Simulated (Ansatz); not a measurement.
**PBE/6-31G(d) (spherical functions) run of CHF3O3S (triflic acid)**

Aim: the vertical ionisation energy of CHF3O3S (triflic acid) at PBE/6-31G* (spherical functions), from 2 runs. 

The results are computed with Ansatz 0.2.0.

115 further runs of the same task are left out: 1 that didn't finish, 114 set aside as unsound or not needed.

## Step 1: The structure to begin with

CHF3O3S has 9 atoms, charge 0, and is taken as a singlet. SMILES: `O=S(=O)(O)C(F)(F)F`. The coordinates come from a PBE0-D4/def2-TZVP relaxation. This is one conformer, not always the lowest.

Bond lengths: O1–S2 1.422 Å, S2–O3 1.414 Å, S2–O4 1.577 Å, S2–C5 1.848 Å, C5–F6 1.327 Å, C5–F7 1.320 Å, C5–F8 1.319 Å, O4–H9 0.968 Å. Some angles: O1–S2–O3 123.8°, O1–S2–O4 109.3°, O1–S2–C5 106.8°, O3–S2–O4 107.4°, O3–S2–C5 107.2°, O4–S2–C5 99.5°, S2–C5–F6 109.4°, S2–C5–F7 108.8°, S2–C5–F8 110.4°, F6–C5–F7 109.4°.

## Step 2: A single-point energy at PBE/6-31G(d) (spherical functions)

run.yaml reads:

```yaml
crystal:
  periodic: [false, false, false]
  atoms:
    - {symbol: O, position_ang: [1.462890, -0.581870, 0.985740]}
    - {symbol: S, position_ang: [0.298500, -0.778940, 0.194370]}
    - {symbol: O, position_ang: [0.144480, -1.837650, -0.729970]}
    - {symbol: O, position_ang: [-0.972740, -0.777950, 1.128120]}
    - {symbol: C, position_ang: [0.003130, 0.796730, -0.725230]}
    - {symbol: F, position_ang: [-0.076560, 1.801740, 0.138180]}
    - {symbol: F, position_ang: [1.014380, 1.004120, -1.547510]}
    - {symbol: F, position_ang: [-1.120920, 0.723830, -1.412290]}
    - {symbol: H, position_ang: [-0.753170, -0.350000, 1.968590]}
basis:
  gaussian: {orbitals: 6-31G_st_-spherical.json}
hamiltonian: {xc: pbe}
accuracy: high
output: {orbitals: {seedname: orbitals}}
```

The basis set 6-31G* is read from a file made from the Basis Set Exchange's data (not shown).

Command:

```
ansatz run run.yaml --threads 1 --pin off --max-ram 3480MiB --events-out events.jsonl --progress --plain --runs-dir runs
```

The log of the run:

```text
Warning: RAYON_NUM_THREADS=1 ignored (pool sized by the plan → 1); use --threads N
Functional definition: PBE
  name "PBE"
  parameter kappa = 0.804
  parameter beta = 0.06672455060314922
  exchange = pbe_x(kappa = kappa, mu = beta*pi^2/3)
  correlation = pbe_c(beta = beta)
2686 factors; integrals over basis functions are off by at most 6.4e-9 eV
mean field evaluation 1: about -26144.2119 eV, gradient 9.1e1 eV
mean field evaluation 2: about -26081.7280 eV, gradient 2.1e2 eV
mean field evaluation 4: about -26157.1441 eV, gradient 1.7e1 eV
mean field evaluation 8: about -26157.6339 eV, gradient 6.2e-1 eV
mean field evaluation 16: about -26157.6135 eV, gradient 1.0e-3 eV
mean field -26157.61345759 eV, -961.2745642992 hartree, gradient 2.5e-8 eV, S^2 0.000000; 0 other end points of the search recorded, 0 dependent functions left out
reference -26157.61345956 eV, -961.2745643716 hartree; 37, 37 occupied and 81, 81 virtual orbitals, 2686 factors
Total energy: -26157.61345956 eV, -961.2745643716 hartree
```

Run time: 14 s. Hardware: 1 thread of Intel Xeon Platinum 8259CL at 2.50GHz (Skylake/Cascade Lake), shared host; peak memory 0.4 GiB.

## Step 3: The doublet cation, same level

in.yaml reads:

```yaml
crystal:
  periodic: [false, false, false]
  atoms:
    - {symbol: O, position_ang: [1.462890, -0.581870, 0.985740]}
    - {symbol: S, position_ang: [0.298500, -0.778940, 0.194370]}
    - {symbol: O, position_ang: [0.144480, -1.837650, -0.729970]}
    - {symbol: O, position_ang: [-0.972740, -0.777950, 1.128120]}
    - {symbol: C, position_ang: [0.003130, 0.796730, -0.725230]}
    - {symbol: F, position_ang: [-0.076560, 1.801740, 0.138180]}
    - {symbol: F, position_ang: [1.014380, 1.004120, -1.547510]}
    - {symbol: F, position_ang: [-1.120920, 0.723830, -1.412290]}
    - {symbol: H, position_ang: [-0.753170, -0.350000, 1.968590]}
basis:
  gaussian: {orbitals: 6-31G_st_-spherical.json}
total_charge: 1
magnetization: {spin_polarized: true, initial_magnetization: 1}
hamiltonian: {xc: {name: PBE}}
accuracy: high
output: {orbitals: {seedname: orbitals}}
```

The basis set 6-31G* is read from a file made from the Basis Set Exchange's data (not shown).

Command:

```
ansatz run in.yaml --threads 1 --pin off --max-ram 3480MiB --events-out events.jsonl --progress --plain --runs-dir runs
```

The log of the run (excerpt; [...] marks lines left out):

```text
Warning: RAYON_NUM_THREADS=1 ignored (pool sized by the plan → 1); use --threads N
[... 6 set-up lines as earlier in the session ...]
2684 factors; integrals over basis functions are off by at most 6.4e-9 eV
mean field evaluation 1: about -26130.3248 eV, gradient 7.0e1 eV
mean field evaluation 2: about -26047.5335 eV, gradient 1.6e2 eV
mean field evaluation 4: about -26141.8614 eV, gradient 3.1e1 eV
mean field evaluation 8: about -26146.2355 eV, gradient 2.7e0 eV
mean field evaluation 16: about -26146.2537 eV, gradient 8.8e-3 eV
mean field evaluation 32: about -26146.2537 eV, gradient 7.4e-8 eV
mean field evaluation 64: about -26145.1729 eV, gradient 2.6e0 eV
mean field -26146.25371659 eV, -960.8571015174 hartree, gradient 7.4e-8 eV, S^2 0.751993; 6 other end points of the search recorded, 0 dependent functions left out
reference -26146.25371852 eV, -960.8571015883 hartree; 37, 36 occupied and 81, 82 virtual orbitals, 2684 factors
Total energy: -26146.25371852 eV, -960.8571015883 hartree
```

Run time: 35 s. Hardware: 1 thread of Intel Xeon Platinum 8259CL at 2.50GHz (Skylake/Cascade Lake), shared host; peak memory 0.51 GiB.

## Step 4: Summary of results

At PBE/6-31G* (spherical functions):

| quantity | value |
| --- | --- |
| singlet CHF3O3S: total energy | -961.27456 Eh |
| singlet CHF3O3S: HOMO energy | -7.91 eV |
| singlet CHF3O3S: LUMO energy | -0.16 eV |
| singlet CHF3O3S: HOMO–LUMO gap | 7.76 eV |
| doublet cation: total energy | -960.85710 Eh |
| doublet cation: HOMO energy (highest over α and β) | -15.03 eV |
| doublet cation: LUMO energy (lowest over α and β) | -14.76 eV |
| doublet cation: ⟨S²⟩ | 0.752 |
| vertical ionisation energy (to the doublet cation) | 11.360 eV |

The vertical ionisation energy comes to 11.36 eV (1096 kJ/mol). The negative HOMO energy of the first species, 7.91 eV, lies 3.44 eV below that difference.
